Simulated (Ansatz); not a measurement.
# CH2ClInSe: how energies converge with the basis set

Aim: see how fast density functionals converge with the basis set for CH2ClInSe.

Method: one geometry, several basis sets; program: Ansatz 0.2.0, Gaussian basis.

The runs, in order: PBE0-D4/def2-SVP; ωB97M-V/def2-SVP; PBE0-D4/def2-QZVPP; ωB97M-V/def2-QZVPP; the functionals' def2-TZVPP values are taken from earlier runs.

## Step 1: The geometry

The geometry comes from an earlier relaxation with PBE0-D4 in a triple-zeta def2 set; it is a stationary point. In takes the def2 core potential; no spin-orbit term is included.

SMILES `[Cl][In]1[CH2][Se]1`, 6 atoms, charge 0, spin multiplicity 1.

Atoms are counted from 1 here; the program's logs count them from 0.

Bond lengths: Cl1–In2 2.278 Å, In2–C3 2.100 Å, In2–Se4 2.487 Å, C3–Se4 2.049 Å, C3–H5 1.084 Å, C3–H6 1.084 Å. Angles: Cl1–In2–C3 166.3°, Cl1–In2–Se4 141.4°, C3–In2–Se4 52.2°, In2–C3–Se4 73.7°, In2–C3–H5 118.4°, In2–C3–H6 118.4°, Se4–C3–H5 113.1°, Se4–C3–H6 113.1°, H5–C3–H6 113.7°, In2–Se4–C3 54.1°.

Coordinates:

```xyz
6
CH2ClInSe
Cl    0.1114   -3.1707    1.1926
In   -0.0202   -1.0645    0.3343
C     0.1975    0.9777   -0.1037
Se   -1.1828    0.2475   -1.4300
H    -0.2190    1.7015    0.5881
H     1.1131    1.3085   -0.5814
```

## Step 2: PBE0-D4 in def2-SVP

in.yaml reads:

```yaml
crystal:
  periodic: [false, false, false]
  atoms:
    - {symbol: Cl, position_ang: [0.111366, -3.170680, 1.192614]}
    - {symbol: In, position_ang: [-0.020183, -1.064516, 0.334290]}
    - {symbol: C, position_ang: [0.197476, 0.977695, -0.103721]}
    - {symbol: Se, position_ang: [-1.182778, 0.247535, -1.429967]}
    - {symbol: H, position_ang: [-0.218986, 1.701472, 0.588139]}
    - {symbol: H, position_ang: [1.113104, 1.308484, -0.581365]}
basis:
  gaussian: {orbitals: def2-SVP}
hamiltonian: {xc: pbe0, dispersion: d4}
output: {orbitals: {seedname: orbitals}}
```

Launch:

```console
$ ansatz run in.yaml --threads 4 --pin off --events-out ev --progress --plain --max-ram 10444MiB
```

After this run come: ωB97M-V in def2-SVP; PBE0-D4 in def2-QZVPP; ωB97M-V in def2-QZVPP.

Before running them: what should the planned runs give, taken together? Wanted: PBE0-D4: double and triple zeta above quadruple; ωB97M-V: double and triple zeta above quadruple.

As calculated:

| quantity | value |
| --- | --- |
| PBE0-D4: double and triple zeta above quadruple | 15.72, 1.84 eV |
| ωB97M-V: double and triple zeta above quadruple | 15.63, 1.78 eV |

**Reading.** For PBE0-D4 the step from double to triple zeta gains 13.88 eV and the next only 1.84 eV. These are total energies; as a rule much of such shifts cancels in differences, which this series doesn't test.
